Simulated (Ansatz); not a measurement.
# Ta: the cost of one run

Computed with Ansatz 0.2.0 (DFT PBE+D3(BJ), scalar-relativistic, plane waves, PAW, unless a step's input says otherwise).

2 further runs of the same task are left out: 2 set aside as unsound or not needed.

**1. The starting structure**

Symmetry: Im-3m, No. 229, cubic system. The conventional cell has a = 3.285 Å, b = 3.285 Å, c = 3.285 Å, α = 90.00°, β = 90.00°, γ = 90.00°. Around Ta (site symmetry m-3m) lie 8 Ta at 2.84 Å.

As a file:

```cif
data_structure
_symmetry_space_group_name_H-M 'Im-3m'
_symmetry_Int_Tables_number 229
_cell_length_a 3.2849
_cell_length_b 3.2849
_cell_length_c 3.2849
_cell_angle_alpha 90.000
_cell_angle_beta 90.000
_cell_angle_gamma 90.000
_cell_volume 35.45
loop_
_atom_site_label
_atom_site_type_symbol
_atom_site_symmetry_multiplicity
_atom_site_Wyckoff_symbol
_atom_site_fract_x
_atom_site_fract_y
_atom_site_fract_z
_atom_site_occupancy
Ta1 Ta 2 a 0.00000 0.00000 0.00000 1
```

It is the result of an earlier relaxation at this level (volume 17.72 Å³/atom; gap on the mesh: none (metal)).

**2. The slab**

Planes are indexed in the bulk's conventional cell (Im-3m (No. 229)), a = 3.285 Å, b = 3.285 Å, c = 3.285 Å, α = 90.00°, β = 90.00°, γ = 90.00°.

A (110) slab, 7.0 Å thick as cut, with 17 Å of vacuum, in a 2×2 surface cell; its outer planes are Ta (top) and Ta (bottom).

The slab as cut. Its planes from the bottom up:

```csv
plane,atoms per cell,height over the lowest (Å)
1,Ta4,0.00
2,Ta4,2.32
3,Ta4,4.65
4,Ta4,6.97
```

**3. Relaxing the clean slab**

Input file input.yaml:

```yaml
crystal:
  lattice:
    - [5.6896945746, 0.0, 0.0]
    - [-1.8965648582, 5.3642954888, 0.0]
    - [0.0, 0.0, 23.96842425]
  atoms:
    - { symbol: Ta, position: [0.25, 0.25, 0.3546332421] }
    - { symbol: Ta, position: [0.25, 0.75, 0.3546332421] }
    - { symbol: Ta, position: [0.75, 0.25, 0.3546332421] }
    - { symbol: Ta, position: [0.75, 0.75, 0.3546332421] }
    - { symbol: Ta, position: [0.5, 0.5, 0.451544414] }
    - { symbol: Ta, position: [0.5, 0.0, 0.451544414] }
    - { symbol: Ta, position: [0.0, 0.5, 0.451544414] }
    - { symbol: Ta, position: [0.0, 0.0, 0.451544414] }
    - { symbol: Ta, position: [0.75, 0.75, 0.548455586] }
    - { symbol: Ta, position: [0.75, 0.25, 0.548455586] }
    - { symbol: Ta, position: [0.25, 0.75, 0.548455586] }
    - { symbol: Ta, position: [0.25, 0.25, 0.548455586] }
    - { symbol: Ta, position: [0.0, 0.0, 0.6453667579] }
    - { symbol: Ta, position: [0.0, 0.5, 0.6453667579] }
    - { symbol: Ta, position: [0.5, 0.0, 0.6453667579] }
    - { symbol: Ta, position: [0.5, 0.5, 0.6453667579] }
basis:
  ecutwfc: 420
kpoints:
  mp_grid: { grid: [6, 6, 1] }
hamiltonian:
  xc: pbe
  dispersion: d3bj
scf:
  occupations: { method: gaussian, width: 0.1 }
output:
  forces: true
  eigenvalues: true
  write_density: true
  write_potential: true
  elf: true
  volumetric_format: npy
relax:
  adjacent_minimum: "off"
  f_tol: 0.03
  max_steps: 70
  constraints: [{ sites: [0, 1, 2, 3, 4, 5, 6, 7] }]
efield:
  axis: 3
  dipole_correction: true
  ramp_width: 0.04
```

Started as:

```console
$ ansatz run input.yaml --threads 2 --pin off --max-ram 5120MiB --backend cpu --events-out ev --progress --plain --runs-dir out
```

What time and memory should one allow on 2 threads of Arm Neoverse N1, shared host?

About 7.8 min, with a peak of 1.7 GiB.
